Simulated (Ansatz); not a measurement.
# F2H3HfNO: the cost of one run

All numbers below are computed with Ansatz 0.2.0 (RKS PBE-D4/def2-mTZVP).

### 1 The system as given

Bond lengths: Hf1–N2 2.210 Å, N2–H3 1.060 Å, N2–H4 1.060 Å, Hf1–O5 2.070 Å, O5–H6 1.010 Å, Hf1–F7 1.979 Å, Hf1–F8 1.979 Å. Angles: Hf1–N2–H3 120.0°, Hf1–N2–H4 120.0°, H3–N2–H4 120.0°, N2–Hf1–O5 109.4°, N2–Hf1–F7 109.5°, N2–Hf1–F8 109.5°, O5–Hf1–F7 109.5°, O5–Hf1–F8 109.5°, F7–Hf1–F8 109.5°, Hf1–O5–H6 109.5°.

Structure file:

```xyz
8

Hf    0.0000    0.0000    0.0000
N     0.0000    0.0000    2.2100
H    -0.8770   -0.2713    2.7400
H     0.8770    0.2713    2.7400
O     1.9520    0.0000   -0.6893
H     2.2684   -0.9521   -0.8060
F    -0.9326    1.6157   -0.6593
F    -0.9326   -1.6157   -0.6593
```

### 2 Relaxing the start

Contents of input.yaml:

```yaml
crystal:
  periodic: [false, false, false]
  atoms:
    - { symbol: Hf, position_ang: [0.0, 0.0, 0.0] }
    - { symbol: "N", position_ang: [0.0, 0.0, 2.21] }
    - { symbol: H, position_ang: [-0.877, -0.2713, 2.74] }
    - { symbol: H, position_ang: [0.877, 0.2713, 2.74] }
    - { symbol: O, position_ang: [1.952, 0.0, -0.6893] }
    - { symbol: H, position_ang: [2.2684, -0.9521, -0.806] }
    - { symbol: F, position_ang: [-0.9326, 1.6157, -0.6593] }
    - { symbol: F, position_ang: [-0.9326, -1.6157, -0.6593] }
basis:
  gaussian: { orbitals: def2-mTZVP }
hamiltonian:
  xc: pbe
  dispersion: d4
relax:
  f_tol: 0.02
  max_steps: 40
```

On the command line:

```bash
$ ansatz run input.yaml --threads 2 --pin off --max-ram 3072MiB --backend cpu --events-out ev --progress --plain --runs-dir out
```

**Question.** How long does this run take on 2 threads of Intel Xeon 6975P-C (Granite Rapids), shared host, and how much memory does it need?

About 17 s, with a peak of 0.18 GiB.
